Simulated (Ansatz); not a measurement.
# CH3FOZn: the cost of one run

Program: Ansatz 0.2.0, driven from Python. Level of theory: r2SCAN/def2-SVP. These are calculated values, not measurements.

## 1. Starting point

Bond lengths: O1–C2 1.450 Å, C2–F3 1.399 Å, C2–Zn4 1.960 Å, O1–H5 0.996 Å, C2–H6 1.124 Å, Zn4–H7 1.727 Å. Angles: O1–C2–F3 111.4°, O1–C2–Zn4 103.9°, O1–C2–H6 108.7°, F3–C2–Zn4 143.4°, F3–C2–H6 109.4°, Zn4–C2–H6 65.9°, C2–O1–H5 100.7°, C2–Zn4–H7 79.3°.

No structure file is read: the coordinates are typed or built in the script.

## 2. The script

Input file ch3fozn_torsion.py:

```python
import logging
import sys

import ansatz as az
from ase import Atoms

logging.basicConfig(stream=sys.stdout, format="%(levelname)s:%(name)s:%(message)s")
logger = logging.getLogger("ansatz_job")
logger.setLevel(logging.INFO)

BASIS_SET = "def2-SVP"
FUNCTIONAL = "r2scan"
FMAX = 0.02

atoms = Atoms(["O", "C", "F", "Zn", "H", "H", "H"], positions=[
    (0.3635, -0.8703, 1.0619),
    (-0.0696, 0.3182, 0.3534),
    (-1.1092, 0.966, 1.0291),
    (0.8581, 0.2051, -1.3694),
    (-0.0206, -1.583, 0.4811),
    (0.8051, 1.0171, 0.2556),
    (-0.766, -0.1212, -1.8574),
])

first = az.Crystal.molecule_from_ase(atoms).calculation()
first = first.basis(gaussian=BASIS_SET)
first = first.functional(FUNCTIONAL)
first = first.accuracy("medium")
first = first.scf(lower_state_search="off")
first = first.relax(force_tolerance=FMAX, max_steps=80)
atoms.positions = first.run(threads=1).report["positions_ang"]

start = atoms.get_dihedral(2, 1, 0, 4)
energies = {}
for turn in range(0, 360, 30):
    turned = atoms.copy()
    turned.set_dihedral(2, 1, 0, 4, start + turn, indices=[0, 4])
    calculation = (
        az.Crystal.molecule_from_ase(turned).calculation()
        .basis(gaussian=BASIS_SET)
        .functional(FUNCTIONAL)
        .accuracy("medium")
        .scf(lower_state_search="off")
    )
    energies[round((start + turn) % 360)] = calculation.run(threads=1).report["free_energy_ev"]
floor = min(energies.values())
logger.info("dihedral F2-C1-O0-H4 (deg)   E - E(min) (eV)")
for angle, e in sorted(energies.items()):
    logger.info(f"{angle:8d} {(e - floor):14.3f}  " + "#" * int(30 * (e - floor) / max(max(energies.values()) - floor, 1e-9)))
```

## 3. What the engine is handed

The package turns the script's settings into the engine's input (first run):

```yaml
crystal:
  periodic: [false, false, false]
  atoms:
    - { symbol: O, position_ang: [0.3635, -0.8703, 1.0619] }
    - { symbol: C, position_ang: [-0.0696, 0.3182, 0.3534] }
    - { symbol: F, position_ang: [-1.1092, 0.966, 1.0291] }
    - { symbol: Zn, position_ang: [0.8581, 0.2051, -1.3694] }
    - { symbol: H, position_ang: [-0.0206, -1.583, 0.4811] }
    - { symbol: H, position_ang: [0.8051, 1.0171, 0.2556] }
    - { symbol: H, position_ang: [-0.766, -0.1212, -1.8574] }
accuracy: medium
basis:
  gaussian:
    orbitals: def2-SVP
hamiltonian:
  xc: r2scan
scf:
  lower_state_search: "off"
relax:
  f_tol: 0.02
  max_steps: 80
```

## 4. The run

The run is started by

```sh
> python ch3fozn_torsion.py
```

What time and memory should one allow on 1 thread of Arm Neoverse V1, shared host?

About 1.9 min, with a peak of 0.22 GiB.
